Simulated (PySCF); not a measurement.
**C5H13OSe+, an ion with solvent molecules: electronic excitations**

Wanted: the electronic excitations for `C[Se]C[C+](C)C` with `O`.

Programs: PySCF 2.14.0. All values are calculated, for the isolated system unless a continuum is named. Atoms count from 0, parts from 1.

### 1 Starting point

20 atoms, charge 1, multiplicity 1; geometry: GFN2-xTB, MD frame. Parts: 1 = atoms 0–16, `C[Se]C[C+](C)C`, charge 1; 2 = atoms 17–19, `O`, charge 0.

### 2 Ultraviolet spectrum: 250 fs

What the job is given:

```
{"job": {"kind": "uv", "xc": "CAM-B3LYP", "basis": "def2-SVP", "nstates": 4, "ntriplets": 0}, "charge": 1, "multiplicity": 1, "parts": [{"atoms": "0-16", "charge": 1, "multiplicity": 1}, {"atoms": "17-19", "charge": 0, "multiplicity": 1}]}
C      1.823543     1.308160     0.085767
Se     0.941254    -0.382521     0.141157
C     -0.482659    -0.103037     1.558688
C     -1.145739     0.124460     0.307736
C     -1.512754     1.526312    -0.004588
C     -1.937909    -0.952086    -0.306631
H      1.650626     1.862883     0.991624
H      2.886839     1.077557    -0.022269
H      1.402648     1.788813    -0.805688
H     -0.190148     0.763927     2.157094
H     -0.615504    -1.020294     2.130127
H     -1.716017     1.668006    -1.084960
H     -2.479534     1.740843     0.472610
H     -0.846587     2.324446     0.335479
H     -1.557407    -1.943422    -0.100849
H     -1.886970    -0.857819    -1.399766
H     -2.983499    -0.885502    -0.020770
O      3.016311    -1.253225    -1.261553
H      3.234366    -2.174577    -1.092667
H      3.423950    -0.997984    -2.087123
```

With the program's defaults for keys left out, this is: TDDFT CAM-B3LYP/def2-SVP, vertical, gas phase, core orbitals frozen in the response.

The run is started by

```
OMP_NUM_THREADS=1 python cluster_run.py task.json out
```

One launch serves the whole session: the jobs run in the order shown.

**Question.** The jobs that follow are: TDDFT CAM-B3LYP/def2-SVP, vertical, gas phase, core orbitals frozen in the response; TDDFT CAM-B3LYP/def2-SVP, vertical, gas phase, core orbitals frozen in the response; TDDFT CAM-B3LYP/def2-SVP, vertical, gas phase, core orbitals frozen in the response; TDDFT CAM-B3LYP/def2-SVP, vertical, gas phase, core orbitals frozen in the response; TDDFT CAM-B3LYP/def2-SVP, vertical, gas phase, core orbitals frozen in the response. Predict: lowest singlet (CAM-B3LYP/def2-SVP, 250 fs); brightest single state of those computed.

As calculated:

| quantity | value |
| --- | --- |
| lowest singlet (CAM-B3LYP/def2-SVP, 250 fs) | 5.88 eV (211 nm), f = 0.074 |
| brightest single state of those computed | state 3, 6.58 eV, f = 0.190 |
| range of the lowest singlet | 5.73 to 6.29 eV |

What this shows: In the first frame run (250 fs): The first singlet state (HOMO→LUMO 0.57, HOMO→LUMO+1 0.18) lies at 5.88 eV and is bright; of the 4 states computed, the strongest absorption comes from state 3 at 6.58 eV. The basis of CAM-B3LYP/def2-SVP has no diffuse functions, so Rydberg states are missing and the high states are unreliable. The lowest singlet runs from 5.73 eV (850 fs) to 6.29 eV (400 fs), while the orbital gap spans 8.94 to 9.36 eV. The lowest state need not be the same one in every run. Spin-orbit coupling is left out, which matters for shieldings and couplings at and beside the heavy atoms.
